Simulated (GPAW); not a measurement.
# InSb3 (Pm-3m) in GPAW: reference runs

How does InSb3 come out in PBEsol? The cell is run as given.

Everything below comes from runs of GPAW 26.7.0. Logs are shortened: lines on timing, memory, paths and dates and some standing lists are left out, and cuts for length are marked. The log counts tension as positive stress, the text compression.

### 1 Starting point

It takes space group Pm-3m (No. 221, cubic). Conventional cell: a = 4.806 Å, b = 4.806 Å, c = 4.806 Å, α = 90.00°, β = 90.00°, γ = 90.00°. Sb (site symmetry 4/mmm) is surrounded by 8 Sb at 3.40 Å and 4 In at 3.40 Å. In (site symmetry m-3m) has 12 Sb at 3.40 Å as nearest neighbours.

The cell comes from a database or a generator and needn't be the stable form of this composition.

### 2 Single point, PBEsol

The input, run.py:

```python
from ase import Atoms
from ase.dft.bandgap import bandgap
from ase.io import write
from ase.units import Bohr, GPa
from gpaw import GPAW, PW, setup_paths
from gpaw.elf import elf_from_dft_calculation

setup_paths.insert(0, '.')

atoms = Atoms(['Sb', 'Sb', 'Sb', 'In'],
              cell=[[4.806367, 0.0, 0.0],
                    [0.0, 4.806367, 0.0],
                    [0.0, 0.0, 4.806367]],
              scaled_positions=[[0.5, 0.5, 0.0],
                                [0.0, 0.5, 0.5],
                                [0.5, 0.0, 0.5],
                                [0.0, 0.0, 0.0]],
              pbc=True)

calc = GPAW(mode=PW(600),
            xc='PBEsol',
            kpts={'size': (6, 6, 6), 'gamma': True},
            occupations={'name': 'fermi-dirac', 'width': 0.05},
            nbands=45,
            convergence={'density': 1e-05, 'energy': 1e-05},
            maxiter=150,
            txt='gpaw.txt')
atoms.calc = calc
energy = atoms.get_potential_energy()
forces = atoms.get_forces()
stress = atoms.get_stress()
calc.write('gs.gpw')
write('result.traj', atoms)
print(f'Energy: {energy:.6f} eV')
print('Forces (eV/A):')
print(forces.round(4))
print('Stress (GPa):', (stress / GPa).round(3))
print('Fermi level:', round(calc.get_fermi_level(), 4), 'eV')
print(f'Gap: {bandgap(calc)[0]:.4f} eV, direct: {bandgap(calc, direct=True)[0]:.4f} eV')

# fields on the real-space grid
write('density.cube', atoms, data=calc.get_pseudo_density() * Bohr**3)
write('potential.cube', atoms, data=calc.get_electrostatic_potential())
write('elf.cube', atoms, data=elf_from_dft_calculation(calc).data)
```

Potentials or basis: PAW data sets generated in the run's folder for this functional, pw.

Run with:

```sh
$ gpaw-setup -f PBEsol In Sb
$ OMP_NUM_THREADS=1 python run.py
```

gpaw.txt:

```text
__  _  _
 | _ |_)|_||  |
 |__||  | ||/\| - 26.7.0

Input parameters:
  mode=PW(ecut=600.0),
  convergence={'density': 1e-05, 'energy': 1e-05},
  kpts=MonkhorstPack(size=(6, 6, 6), gamma=True),
  maxiter=150,
  nbands=45,
  occupations=Occupations(name='fermi-dirac', width=0.05),
  xc=XC(name='PBEsol')

Diagonalizing LCAO Hamiltonian
Converting LCAO to pw mode
    .-----------.
   /|           |
  / |           |
 *  |           |
 |  |           |
 |Sb|           |
 |  .--Sb-------.
 | /           /
 |/     Sb    /
 In----------*

Atoms  # Å, Bohr magnetons
|   | symbol |        x |        y |        z |    initial magnetic moments |
|---|--------|----------|----------|----------|-----------------------------|
| 0 |     Sb | 2.403183 | 2.403183 | 0.000000 | ( 0.0000,  0.0000,  0.0000) |
| 1 |     Sb | 0.000000 | 2.403183 | 2.403183 | ( 0.0000,  0.0000,  0.0000) |
| 2 |     Sb | 2.403183 | 0.000000 | 2.403183 | ( 0.0000,  0.0000,  0.0000) |
| 3 |     In | 0.000000 | 0.000000 | 0.000000 | ( 0.0000,  0.0000,  0.0000) |

Unit cell  # Å
| periodic |        x |        y |        z |  lengths |    angles |
|----------|----------|----------|----------|----------|-----------|
|      yes | 4.806367 | 0.000000 | 0.000000 | 4.806367 | 90.000000 |
|      yes | 0.000000 | 4.806367 | 0.000000 | 4.806367 | 90.000000 |
|      yes | 0.000000 | 0.000000 | 4.806367 | 4.806367 | 90.000000 |

Number of symmetries: 48
Symmetry operations  # r_c * U_cc + t_c -> r_c
|    | kind |            matrix            |
|----|------|------------------------------|
|  0 |  E   |  1, 0, 0,  0, 1, 0,  0, 0, 1 |
|  1 |  σ   |  1, 0, 0,  0, 1, 0,  0, 0,-1 |
|  2 |  σ   |  1, 0, 0,  0, 0, 1,  0, 1, 0 |
|  3 |  C4  |  1, 0, 0,  0, 0, 1,  0,-1, 0 |
|  4 |  C4  |  1, 0, 0,  0, 0,-1,  0, 1, 0 |
|  5 |  σ   |  1, 0, 0,  0, 0,-1,  0,-1, 0 |
|  6 |  σ   |  1, 0, 0,  0,-1, 0,  0, 0, 1 |
|  7 |  C2  |  1, 0, 0,  0,-1, 0,  0, 0,-1 |
|  8 |  σ   |  0, 1, 0,  1, 0, 0,  0, 0, 1 |
|  9 |  C2  |  0, 1, 0,  1, 0, 0,  0, 0,-1 |
| 10 |  C3  |  0, 1, 0,  0, 0, 1,  1, 0, 0 |
| 11 |  S6  |  0, 1, 0,  0, 0, 1, -1, 0, 0 |
| 12 |  S6  |  0, 1, 0,  0, 0,-1,  1, 0, 0 |
| 13 |  C3  |  0, 1, 0,  0, 0,-1, -1, 0, 0 |
| 14 |  C4  |  0, 1, 0, -1, 0, 0,  0, 0, 1 |
| 15 |  S4  |  0, 1, 0, -1, 0, 0,  0, 0,-1 |
| 16 |  C3  |  0, 0, 1,  1, 0, 0,  0, 1, 0 |
| 17 |  S6  |  0, 0, 1,  1, 0, 0,  0,-1, 0 |
| 18 |  σ   |  0, 0, 1,  0, 1, 0,  1, 0, 0 |
| 19 |  C4  |  0, 0, 1,  0, 1, 0, -1, 0, 0 |
| 20 |  C2  |  0, 0, 1,  0,-1, 0,  1, 0, 0 |
| 21 |  S4  |  0, 0, 1,  0,-1, 0, -1, 0, 0 |
| 22 |  S6  |  0, 0, 1, -1, 0, 0,  0, 1, 0 |
| 23 |  C3  |  0, 0, 1, -1, 0, 0,  0,-1, 0 |
| 24 |  S6  |  0, 0,-1,  1, 0, 0,  0, 1, 0 |
| 25 |  C3  |  0, 0,-1,  1, 0, 0,  0,-1, 0 |
| 26 |  C4  |  0, 0,-1,  0, 1, 0,  1, 0, 0 |
| 27 |  σ   |  0, 0,-1,  0, 1, 0, -1, 0, 0 |
| 28 |  S4  |  0, 0,-1,  0,-1, 0,  1, 0, 0 |
| 29 |  C2  |  0, 0,-1,  0,-1, 0, -1, 0, 0 |
| 30 |  C3  |  0, 0,-1, -1, 0, 0,  0, 1, 0 |
| 31 |  S6  |  0, 0,-1, -1, 0, 0,  0,-1, 0 |
| 32 |  C4  |  0,-1, 0,  1, 0, 0,  0, 0, 1 |
| 33 |  S4  |  0,-1, 0,  1, 0, 0,  0, 0,-1 |
| 34 |  S6  |  0,-1, 0,  0, 0, 1,  1, 0, 0 |
| 35 |  C3  |  0,-1, 0,  0, 0, 1, -1, 0, 0 |
| 36 |  C3  |  0,-1, 0,  0, 0,-1,  1, 0, 0 |
| 37 |  S6  |  0,-1, 0,  0, 0,-1, -1, 0, 0 |
| 38 |  σ   |  0,-1, 0, -1, 0, 0,  0, 0, 1 |
| 39 |  C2  |  0,-1, 0, -1, 0, 0,  0, 0,-1 |
| 40 |  σ   | -1, 0, 0,  0, 1, 0,  0, 0, 1 |
| 41 |  C2  | -1, 0, 0,  0, 1, 0,  0, 0,-1 |
| 42 |  C2  | -1, 0, 0,  0, 0, 1,  0, 1, 0 |
| 43 |  S4  | -1, 0, 0,  0, 0, 1,  0,-1, 0 |
| 44 |  S4  | -1, 0, 0,  0, 0,-1,  0, 1, 0 |
[... 75 lines left out ...]

  In:
    name:    Indium
    Z:       49.0
    valence: 13
    core:    36
    charge:  0.0  # [|e|]
    compensation charges:
      type: gauss
      rc: 0.36  # [Å]
      lmax: 2
    cutoffs:
      filter: 2.09  # [Å]
      core: 2.48  # [Å]
    projectors
    | kind |    occ | energy [eV] | rcut [Å] |
    |------|--------|-------------|----------|
    |   5s |  2.000 |      -8.248 |    1.185 |
    |   5p |  1.000 |      -2.521 |    1.244 |
    |   4d | 10.000 |     -18.596 |    1.148 |
    |    s |        |      18.964 |    1.185 |
    |    p |        |      24.691 |    1.244 |
    |    d |        |       8.615 |    1.148 |

    Using partial waves for In as LCAO basis

Reference energy: -688516.959609  # eV

eigensolver:
  PPCG
  Converge bands: occupied
  niter=2

density mixing:
  MSR1-Mixer
  Pratt-step length: 0.05
  Maximum mixing coefficient: 0.75
  Old densities: 10
  SVD Regularization: 0.005
  Good broyden scale: 1.0
  Trust region scale: 1.0
  Backstep threshold: 4.0
  History deletion threshold: 6.0
  Fourier metric: weight=20.0, sigma=0.015

occupation numbers:
  Fermi-Dirac:
    width: 0.0500  # eV

poisson solver:
  ecut: 4800.0  # eV

xc functional:
  name: PBEsol with 2 nearest neighbor stencil

convergence criteria:
- Maximum integral of absolute [dens]ity change: 1e-05 electrons / valence electron
- Maximum [total energy] change in last 3 cyles: 1e-05 eV / valence electron
- Maximum integral of absolute [eigenst]ate change: 4e-08 eV^2 / valence electron
maximum number of iterations: 150

SCF iterations
|iter     | |      energy | eigst |  dens |
|---------|-|-------------|-------|-------|
|iter:   1| |  -16.903329 | +0.62 |       |
|iter:   2| |  -17.068264 | -1.18 | -1.81 |
|iter:   3| |  -17.037641 | -2.16 | -1.81 |
|iter:   4| |  -17.028831 | -3.47 | -2.18 |
|iter:   5| |  -17.023876 | -4.34 | -2.32 |
|iter:   6| |  -17.023848 | -5.24 | -3.21 |
|iter:   7| |  -17.023840c| -6.44 | -3.67 |
|iter:   8| |  -17.023843c| -7.04 | -4.14 |
|iter:   9| |  -17.023844c| -7.68c| -4.99 |
|iter:  10| |  -17.023844c| -7.84c| -5.72c|

Converged in 10 steps
Energy contributions relative to reference atoms: (reference = -688516.959609)

Energy contributions:
  Kinetic:           3.417014
  Coulomb:          -5.387636
  Zero:              0.656319
  External:          0.000000
  Xc:              -15.698910
  Entropy:          -0.021260
  Spinorbit:         0.000000
  ----------------------------
  Free energy:     -17.034473
  Extrapolated:    -17.023844

dipole moment: (-33.691523, -33.691523, -33.691523)  # |e|*Ang

Fermi level: 7.276
Eigenvalues  # (at kpt = [0.000, 0.000, 0.000])
| band index |      eig [eV] | occ [0-2] |
|------------|---------------|-----------|
|          0 |       -21.932 |     2.000 |
|        ... |               |           |
|         19 |        -7.060 |     2.000 |
|         20 |        -4.891 |     2.000 |
|         21 |        -0.201 |     2.000 |
|         22 |        -0.201 |     2.000 |
|         23 |         2.986 |     2.000 |
|         24 |         2.986 |     2.000 |
[... 8 lines left out ...]
|         33 |        11.994 |     0.000 |
|         34 |        11.994 |     0.000 |
|        ... |               |           |
|         44 |        18.394 |     0.000 |

No gap
No difference between direct/indirect transitions

Forces  # eV/Ang
|        x |        y |        z |
|----------|----------|----------|
| -0.00000 | -0.00000 |  0.00000 |  # Sb   0
|  0.00000 |  0.00000 |  0.00000 |  # Sb   1
|  0.00000 | -0.00000 | -0.00000 |  # Sb   2
| -0.00000 | -0.00000 | -0.00000 |  # In   3

Stress tensor  # eV/Ang^3
|         x |         y |        z |
|-----------|-----------|----------|
|  0.018488 | -0.000000 | 0.000000 |
| -0.000000 |  0.018488 | 0.000000 |
|  0.000000 |  0.000000 | 0.018488 |

# Writing to gs.gpw (mode='')
```

stdout:

```text
Energy: -17.023844 eV
Forces (eV/A):
[[-0. -0.  0.]
 [ 0.  0.  0.]
 [ 0. -0. -0.]
 [-0. -0. -0.]]
Stress (GPa): [ 2.962  2.962  2.962  0.     0.    -0.   ]
Fermi level: 7.2759 eV
Gap: 0.0000 eV, direct: 0.0000 eV
```

Wall time 60 s (1 thread of Intel Xeon Platinum 8259CL at 2.50GHz (Skylake/Cascade Lake), shared host); peak memory 0.24 GiB.

Results:

```yaml
Free_energy: -17.0345 eV
Pressure: -3.0 GPa
Band_gap_on_the_k_mesh: none (metal or under the smearing width)
```

### 3 Equation of state, PBEsol

The input, run.py:

```python
from ase import Atoms
from ase.eos import EquationOfState
from ase.io import Trajectory
from ase.units import GPa
from gpaw import GPAW, PW, setup_paths

setup_paths.insert(0, '.')

atoms = Atoms(['Sb', 'Sb', 'Sb', 'In'],
              cell=[[4.806367, 0.0, 0.0],
                    [0.0, 4.806367, 0.0],
                    [0.0, 0.0, 4.806367]],
              scaled_positions=[[0.5, 0.5, 0.0],
                                [0.0, 0.5, 0.5],
                                [0.5, 0.0, 0.5],
                                [0.0, 0.0, 0.0]],
              pbc=True)

traj = Trajectory('eos.traj', 'w')
volumes, energies = [], []
for x in [0.94, 0.96, 0.98, 1.0, 1.02, 1.04, 1.06]:
    a = atoms.copy()
    a.set_cell(atoms.cell * x**(1 / 3), scale_atoms=True)
    calc = GPAW(mode=PW(600),
                xc='PBEsol',
                kpts={'size': (6, 6, 6), 'gamma': True},
                occupations={'name': 'fermi-dirac', 'width': 0.05},
                nbands=45,
                convergence={'density': 1e-05, 'energy': 1e-05},
                maxiter=150,
                txt=f'eos-{x:.2f}.txt')
    a.calc = calc
    energies.append(a.get_potential_energy(force_consistent=True))
    volumes.append(a.get_volume())
    p = -a.get_stress()[:3].mean() / GPa
    calc.write(f'eos-{x:.2f}.gpw')
    traj.write(a)
    print(f'{x:.2f} {volumes[-1]:10.4f} A^3 {energies[-1]:14.6f} eV {p:9.3f} GPa', flush=True)

v0, e0, B = EquationOfState(volumes, energies, eos='birchmurnaghan').fit()
print(f'V0 = {v0:.4f} A^3, E0 = {e0:.6f} eV, B0 = {B / GPa:.2f} GPa')
```

Potentials or basis: PAW data sets generated in the run's folder for this functional, pw.

Run with:

```sh
$ gpaw-setup -f PBEsol In Sb
$ OMP_NUM_THREADS=1 python run.py
```

It took 6.8 min on 1 thread of Intel Xeon Platinum 8259CL at 2.50GHz (Skylake/Cascade Lake), shared host; peak memory 0.33 GiB.

The run converged. Its results:

* Equilibrium volume: 26.27 Å³/atom
* Bulk modulus: 61 GPa
* Pressure derivative of the bulk modulus: 5.1

Energy against volume, from the lowest point:
```tsv
volume (Å³/atom)	energy (meV/atom)
26.093	0.00
26.648	0.81
27.203	5.68
27.758	14.18
28.313	25.84
28.868	40.26
29.424	57.12
```

The run has no spin-orbit coupling, so splittings on Sb are missing.
